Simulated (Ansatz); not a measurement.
# Cr2O3: the cost of one run

Program: Ansatz 0.2.0. Level of theory: DFT PBE+U (U = 4 eV, J = 0.9 eV on Cr d), plane waves, PAW. These are calculated values, not measurements.

## (1) The structure to begin with

The structure is trigonal, space group R-3c (No. 167). Conventional cell: a = 4.913 Å, b = 4.913 Å, c = 13.469 Å, α = 90.00°, β = 90.00°, γ = 120.00°. Cr (site symmetry 3) has 6 O at 1.96 to 1.98 Å in its first shell of neighbours. Around O (site symmetry 2) lie 4 Cr at 1.96 to 1.98 Å.

As a file:

```xyz
10
Lattice="2.4564 1.4182 4.4896 -2.4564 1.4182 4.4896 0.0000 -2.8364 4.4896" Properties=species:S:1:pos:R:3 pbc="T T T"
Cr    0.0000    0.0000   11.4149
Cr    0.0000    0.0000    8.7885
Cr    0.0000    0.0000    2.0540
Cr    0.0000    0.0000    4.6804
O    -0.9732   -1.4182    5.6120
O     1.7148   -0.1337    5.6120
O    -0.7416    1.5519    5.6120
O     0.9732    1.4182    7.8569
O    -1.7148    0.1337    7.8569
O     0.7416   -1.5519    7.8569
```

Magnetic order typed: opposed in the cell.

An earlier series on this cell reached its lowest free state from «random orbitals: drawn by pairs, first filling», perhaps among other starts.

## (2) Random orbitals: single harmonics, second filling

input.yaml reads:

```yaml
crystal:
  lattice:
    - [2.45640044, 1.41820345, 4.48963064]
    - [-2.45640044, 1.41820345, 4.48963064]
    - [0.0, -2.83640691, 4.48963064]
  atoms:
    - { symbol: Cr, position: [0.8475, 0.8475, 0.8475], spin: 1.0 }
    - { symbol: Cr, position: [0.6525, 0.6525, 0.6525], spin: 1.0 }
    - { symbol: Cr, position: [0.1525, 0.1525, 0.1525], spin: -1.0 }
    - { symbol: Cr, position: [0.3475, 0.3475, 0.3475], spin: -1.0 }
    - { symbol: O, position: [0.0519, 0.4481, 0.75] }
    - { symbol: O, position: [0.75, 0.0519, 0.4481] }
    - { symbol: O, position: [0.4481, 0.75, 0.0519] }
    - { symbol: O, position: [0.9481, 0.5519, 0.25] }
    - { symbol: O, position: [0.25, 0.9481, 0.5519] }
    - { symbol: O, position: [0.5519, 0.25, 0.9481] }
basis:
  ecutwfc: 420
  ecutrho_ratio: 4
kpoints:
  mp_grid: { grid: [5, 5, 5] }
hamiltonian:
  xc: pbe
  hubbard:
    sites:
      - { site: 0, l: d, u: 4.0, j: 0.9, starting_ns: [{ spin: up, occupation_matrix: s0up }, { spin: down, occupation_matrix: s0down }] }
      - { site: 1, l: d, u: 4.0, j: 0.9, starting_ns: [{ spin: up, occupation_matrix: s1up }, { spin: down, occupation_matrix: s1down }] }
      - { site: 2, l: d, u: 4.0, j: 0.9, starting_ns: [{ spin: up, occupation_matrix: s2up }, { spin: down, occupation_matrix: s2down }] }
      - { site: 3, l: d, u: 4.0, j: 0.9, starting_ns: [{ spin: up, occupation_matrix: s3up }, { spin: down, occupation_matrix: s3down }] }
    occupation_matrices:
      s0up:
        matrix:
          - [0.02, 0.0, 0.0, 0.0, 0.0]
          - [0.0, 0.02, 0.0, 0.0, 0.0]
          - [0.0, 0.0, 0.97, 0.0, 0.0]
          - [0.0, 0.0, 0.0, 0.97, 0.0]
          - [0.0, 0.0, 0.0, 0.0, 0.02]
      s0down:
        matrix:
          - [0.02, 0.0, 0.0, 0.0, 0.0]
          - [0.0, 0.97, 0.0, 0.0, 0.0]
          - [0.0, 0.0, 0.02, 0.0, 0.0]
          - [0.0, 0.0, 0.0, 0.02, 0.0]
          - [0.0, 0.0, 0.0, 0.0, 0.02]
      s1up:
        matrix:
          - [0.02, 0.0, 0.0, 0.0, 0.0]
          - [0.0, 0.02, 0.0, 0.0, 0.0]
          - [0.0, 0.0, 0.97, 0.0, 0.0]
          - [0.0, 0.0, 0.0, 0.97, 0.0]
          - [0.0, 0.0, 0.0, 0.0, 0.02]
      s1down:
        matrix:
          - [0.02, 0.0, 0.0, 0.0, 0.0]
          - [0.0, 0.97, 0.0, 0.0, 0.0]
          - [0.0, 0.0, 0.02, 0.0, 0.0]
          - [0.0, 0.0, 0.0, 0.02, 0.0]
          - [0.0, 0.0, 0.0, 0.0, 0.02]
      s2up:
        matrix:
          - [0.02, 0.0, 0.0, 0.0, 0.0]
          - [0.0, 0.97, 0.0, 0.0, 0.0]
          - [0.0, 0.0, 0.02, 0.0, 0.0]
          - [0.0, 0.0, 0.0, 0.02, 0.0]
          - [0.0, 0.0, 0.0, 0.0, 0.02]
      s2down:
        matrix:
          - [0.02, 0.0, 0.0, 0.0, 0.0]
          - [0.0, 0.02, 0.0, 0.0, 0.0]
          - [0.0, 0.0, 0.97, 0.0, 0.0]
          - [0.0, 0.0, 0.0, 0.97, 0.0]
          - [0.0, 0.0, 0.0, 0.0, 0.02]
      s3up:
        matrix:
          - [0.02, 0.0, 0.0, 0.0, 0.0]
          - [0.0, 0.97, 0.0, 0.0, 0.0]
          - [0.0, 0.0, 0.02, 0.0, 0.0]
          - [0.0, 0.0, 0.0, 0.02, 0.0]
          - [0.0, 0.0, 0.0, 0.0, 0.02]
      s3down:
        matrix:
          - [0.02, 0.0, 0.0, 0.0, 0.0]
          - [0.0, 0.02, 0.0, 0.0, 0.0]
          - [0.0, 0.0, 0.97, 0.0, 0.0]
          - [0.0, 0.0, 0.0, 0.97, 0.0]
          - [0.0, 0.0, 0.0, 0.0, 0.02]
    ns_hold: { iters: 5 }
scf:
  occupations: { method: gaussian, width: 0.05 }
  lower_state_search: "off"
  max_iter: 150
output:
  forces: true
  stress: true
  eigenvalues: true
  populations: true
  hubbard:
    sites:
      - { site: 0, l: d }
      - { site: 1, l: d }
      - { site: 2, l: d }
      - { site: 3, l: d }
magnetization:
  spin_polarized: true
```

The typed matrices put 0.97 on the chosen orbitals and 0.02 on the others, and are held for 5 cycles.

Launch:

```console
$ ansatz run input.yaml --threads 8 --pin off --max-ram 12288MiB --backend cpu --events-out ev --progress --plain --runs-dir out
```

Q: Estimate wall time and peak memory on 8 threads of Arm Neoverse V2, shared host.

About 18 s, with a peak of 0.79 GiB.
